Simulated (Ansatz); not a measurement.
# Cl2OTi: the cost of one run

Method: RKS PBE0-D4/def2-TZVP; program: Ansatz 0.2.0, Gaussian basis.

Plan: relaxation at PBE0-D4/def2-TZVP; harmonic vibrations at the same level; a single point in def2-TZVPP for the fields.

## Step 1: The system as given

4 atoms, charge 0, spin multiplicity 1.

Atoms are counted from 1 here; the program's logs count them from 0.

Bond lengths: O1–Ti2 1.589 Å, Ti2–Cl3 2.146 Å, Ti2–Cl4 2.146 Å. Angles: O1–Ti2–Cl3 106.6°, O1–Ti2–Cl4 106.6°, Cl3–Ti2–Cl4 103.5°.

Coordinates:

```
O     0.4907    1.1006    1.0673
Ti   -0.3603   -0.0979    0.4646
Cl    1.0445   -1.6042   -0.1385
Cl   -1.1749    0.6016   -1.3934
```

The start is a GFN2-xTB geometry.

## Step 2: Optimising with PBE0-D4/def2-TZVP

The input, in.yaml:

```yaml
crystal:
  periodic: [false, false, false]
  atoms:
    - {symbol: O, position_ang: [0.490740, 1.100600, 1.067260]}
    - {symbol: Ti, position_ang: [-0.360310, -0.097950, 0.464580]}
    - {symbol: Cl, position_ang: [1.044480, -1.604200, -0.138470]}
    - {symbol: Cl, position_ang: [-1.174910, 0.601550, -1.393370]}
basis:
  gaussian: {orbitals: def2-TZVP}
hamiltonian: {xc: pbe0, dispersion: d4}
relax: {f_tol: 0.005, max_steps: 150}
```

Started as:

```
> ansatz run in.yaml --threads 4 --pin off --events-out ev --progress --plain --max-ram 10444MiB
```

Q: Estimate wall time and peak memory on 4 threads of AMD EPYC 9R45, shared host.

About 8.5 s, with a peak of 0.4 GiB.
